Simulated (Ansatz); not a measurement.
# Hf3NbO2: the cost of one run

Method: DFT PBE, scalar-relativistic, plane waves, PAW, in Ansatz 0.2.0.

1 further run of the same task is left out (set aside as unsound or not needed).

**1. Starting point**

It takes space group P-3m1 (No. 164, trigonal). Conventional cell: a = 4.243 Å, b = 4.243 Å, c = 5.313 Å, α = 90.00°, β = 90.00°, γ = 120.00°. Hf (site symmetry 3m) has 5 O at 2.47 to 2.68 Å and 3 Nb at 2.72 Å as nearest neighbours. Hf (site symmetry -3m) is surrounded by 2 Nb at 2.66 Å and 6 O at 2.71 Å and 6 Hf at 2.86 Å. Around Nb (site symmetry -3m) lie 8 Hf at 2.66 to 2.72 Å and 6 O at 2.87 Å. O (site symmetry 3m) is surrounded by 8 Hf at 2.47 to 2.71 Å and 3 Nb at 2.87 Å.

Coordinates:

```xyz
6
Lattice="4.2430 0.0000 0.0000 -2.1215 3.6746 0.0000 0.0000 0.0000 5.3133" Properties=species:S:1:pos:R:3 pbc="T T T"
Hf    0.0000    2.4497    3.8457
Hf    2.1215    1.2249    1.4677
Hf    0.0000    0.0000    0.0000
Nb    0.0000    0.0000    2.6567
O     0.0000    2.4497    1.1644
O     2.1215    1.2249    4.1490
```

The cell is invented: species swapped into a database cell of Sn2Pd3Au (P-3m1, No. 164), with O on the Sn sites, Hf on the Pd sites and Nb on the Au sites. Lengths come from tabulated atomic sizes and are only a guess.

**2. Probe: one point on a coarse mesh**

File input.yaml:

```yaml
crystal:
  lattice:
    - [4.24303414, 0.0, 0.0]
    - [-2.12151707, 3.67457535, 0.0]
    - [0.0, 0.0, 5.31334927]
  atoms:
    - { symbol: Hf, position: [0.33333333, 0.66666667, 0.72377902] }
    - { symbol: Hf, position: [0.66666667, 0.33333333, 0.27622098] }
    - { symbol: Hf, position: [0.0, 0.0, 0.0] }
    - { symbol: Nb, position: [0.0, 0.0, 0.5] }
    - { symbol: O, position: [0.33333333, 0.66666667, 0.21914101] }
    - { symbol: O, position: [0.66666667, 0.33333333, 0.78085899] }
basis:
  ecutwfc: 420
kpoints:
  mp_grid: { grid: [6, 6, 4] }
hamiltonian:
  xc: pbe
scf:
  occupations: { method: gaussian, width: 0.1 }
  lower_state_search: "off"
output:
  forces: true
  stress: true
  eigenvalues: true
```

Launch:

```bash
ansatz run input.yaml --threads 1 --pin off --max-ram 2560MiB --backend cpu --events-out ev --progress --plain --runs-dir out
```

What time and memory should one allow on 1 thread of Arm Neoverse V2, shared host?

About 6.2 s, with a peak of 0.41 GiB.
